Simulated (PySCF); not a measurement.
# AlH2BrO2 (SMILES [OH][Al]([OH])[Br]): M06-L/def2-SVP

Aim: the energy change on altering one bond length of AlH2BrO2 at M06-L/def2-SVP, from 2 runs. Input form: a Python script.

The results are computed with PySCF 2.14.0.

6 further runs of the same task are left out: 3 for a known fault of the program, 3 set aside as unsound or not needed.

## 1. The system as given

AlH2BrO2: 6 atoms, total charge 0, spin state singlet. As SMILES, `[OH][Al]([OH])[Br]`. The shape is that of a PBE0-D4/def2-TZVP optimisation. This is one conformer, not always the lowest.

Bond lengths: O1–Al2 1.680 Å, Al2–O3 1.680 Å, Al2–Br4 2.252 Å, O1–H5 0.956 Å, O3–H6 0.956 Å. Angles: O1–Al2–O3 118.2°, O1–Al2–Br4 120.9°, O3–Al2–Br4 120.9°, Al2–O1–H5 122.6°, Al2–O3–H6 122.6°.

## 2. The energy at M06-L/def2-SVP

start.xyz reads:

```xyz
6
AlBrH2O2
O     -0.080200     1.421100    -0.824900
Al    -0.029700    -0.053500    -0.021600
O      1.110100    -0.254800     1.196000
Br    -1.450800    -1.714400    -0.562000
H     -0.702100     1.604000    -1.526900
H      1.194600    -1.066400     1.693300
```

input.py reads:

```python
from pyscf import gto, dft

system = gto.M(
    atom='start.xyz',
    basis='def2-svp',
    verbose=3,
    spin=0,
    charge=0,
    max_memory=1860,
)

mf = dft.RKS(system, xc='m06-l')
mf.conv_tol = 1e-10
mf.grids.level = 5
mf.kernel()
if not mf.converged:
    mf = mf.newton().run(mf.mo_coeff, mf.mo_occ)

e_tot = mf.e_tot
print('Final energy', e_tot)
```

Started as:

```bash
$ OMP_NUM_THREADS=1 python input.py
```

Output:

```text
converged SCF energy = -2967.78908170411
Final energy -2967.7890817041143
```

It took 31 s on 1 thread of Arm Neoverse V2, shared host; peak memory 0.46 GiB.

## 3. The distorted shape

job.py reads:

```python
from pyscf import gto, dft

mol = gto.Mole()
mol.atom = [
    ('O', (-0.122452, 1.826920, -1.073562)),
    ('Al', (-0.071952, 0.352320, -0.270262)),
    ('O', (1.067848, 0.151020, 0.947338)),
    ('Br', (-1.493052, -1.308580, -0.810662)),
    ('H', (-0.744352, 2.009820, -1.775562)),
    ('H', (1.194600, -1.066400, 1.693300)),
]
mol.charge = 0
mol.basis = 'def2-svp'
mol.verbose = 3
mol.max_memory = 1860
mol.build()

ks = dft.RKS(mol, xc='m06-l')
ks.conv_tol = 1e-10
ks.grids.level = 5
ks.kernel()
if not ks.converged:
    ks = ks.newton().run(ks.mo_coeff, ks.mo_occ)

e_final = ks.e_tot
print('E(%s) = %.9f' % ('M06-L', e_final))
```

Started as:

```bash
$ OMP_NUM_THREADS=1 python job.py
```

Output:

```text
converged SCF energy = -2967.69824453354
E(M06-L) = -2967.698244534
```

It took 31 s on 1 thread of Arm Neoverse V2, shared host; peak memory 0.46 GiB.

## 4. What came out

Level: M06-L/def2-SVP.

| quantity | value |
| --- | --- |
| first shape: total energy | -2967.78908 Eh |
| first shape: dipole moment | 0.84 D |
| first shape: HOMO energy | -7.41 eV |
| first shape: LUMO energy | -0.73 eV |
| first shape: HOMO–LUMO gap | 6.69 eV |
| distorted shape: total energy | -2967.69824 Eh |
| distorted shape: dipole moment | 1.04 D |
| distorted shape: HOMO energy | -7.28 eV |
| distorted shape: LUMO energy | -2.69 eV |
| distorted shape: HOMO–LUMO gap | 4.59 eV |
| energy change with the O3–H6 bond stretched from 0.956 to 1.433 Å | 2.472 eV |

What this shows: With the O3–H6 bond stretched from 0.956 to 1.433 Å the energy rises by 2.47 eV (57 kcal/mol). The first shape isn't relaxed at this level, so the change isn't measured from a minimum.
